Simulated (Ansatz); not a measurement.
A run of Ansatz 0.2.0 is set up as follows.

input.yaml

```yaml
crystal:
  lattice:
    - [0.0, 3.730595, 3.730595]
    - [3.730595, 0.0, 3.730595]
    - [3.730595, 3.730595, 0.0]
  atoms:
    - { symbol: Sb, position: [0.5, 0.5, 0.5] }
    - { symbol: Sb, position: [0.75, 0.75, 0.75] }
    - { symbol: Sb, position: [0.25, 0.25, 0.25] }
    - { symbol: Ga, position: [0.0, 0.0, 0.0] }
hamiltonian:
  xc: pbesol
  pseudopotentials: { kind: paw_fr }
magnetization:
  noncollinear: true
  spin_orbit: true
kpoints:
  mp_grid: { grid: [6, 6, 6] }
  band_path:
    path:
      - [[0.0, 0.0, 0.0], [0.5, 0.0, 0.5], [0.5, 0.25, 0.75], [0.375, 0.375, 0.75], [0.0, 0.0, 0.0], [0.5, 0.5, 0.5], [0.625, 0.25, 0.625], [0.5, 0.25, 0.75], [0.5, 0.5, 0.5], [0.375, 0.375, 0.75]]
      - [[0.625, 0.25, 0.625], [0.5, 0.0, 0.5]]
    npoints: 14
scf:
  occupations: { method: fermi_dirac, width: 0.05 }
  n_extra_bands: 10
output:
  forces: true
  stress: true
  eigenvalues: true
  fatbands: true
```

Potentials or basis: Ansatz PAW.

Launch:

```console
$ ansatz run input.yaml --threads 2 --pin off --max-ram 5632MiB --backend cpu --events-out ev --progress --plain --runs-dir out
```

Estimate the pressure.

-3.3 GPa.

What does it give for the band gap on the k mesh?

None (metal or under the smearing width).

Levels at the corners of the path, in eV from the Fermi level:
```
point  band 54  band 55  band 56  band 57  band 58  band 59  band 60  band 61  band 62  band 63
    Γ    -2.48    -2.48    -2.48    -2.31    -2.31    -2.31    -2.31    -1.08    -1.08    -0.67
    X     0.43     0.44     0.44     1.06     1.06     1.23     1.23     1.66     1.66     1.81
    W    -2.63    -2.51    -2.51     1.28     1.28     1.41     1.41     1.89     1.89     2.24
    K    -1.56    -1.08    -1.08     0.03     0.03     0.82     0.82     1.34     1.34     2.71
    Γ    -2.48    -2.48    -2.48    -2.31    -2.31    -2.31    -2.31    -1.08    -1.08    -0.67
    L    -2.86    -2.57    -2.57    -0.54    -0.54    -0.16    -0.16     1.75     1.75     2.18
    U    -1.56    -1.08    -1.08     0.03     0.03     0.82     0.82     1.34     1.34     2.71
    W    -2.63    -2.51    -2.51     1.28     1.28     1.41     1.41     1.89     1.89     2.24
    L    -2.86    -2.57    -2.57    -0.54    -0.54    -0.16    -0.16     1.75     1.75     2.18
    K    -1.56    -1.08    -1.08     0.03     0.03     0.82     0.82     1.34     1.34     2.71
    U    -1.56    -1.08    -1.08     0.03     0.03     0.82     0.82     1.34     1.34     2.71
    X     0.43     0.44     0.44     1.06     1.06     1.23     1.23     1.66     1.66     1.81
```

Caveat: the PAW data sets come from PBE, with cores solved anew for the run's functional, which leaves a small shift of forces and pressure.
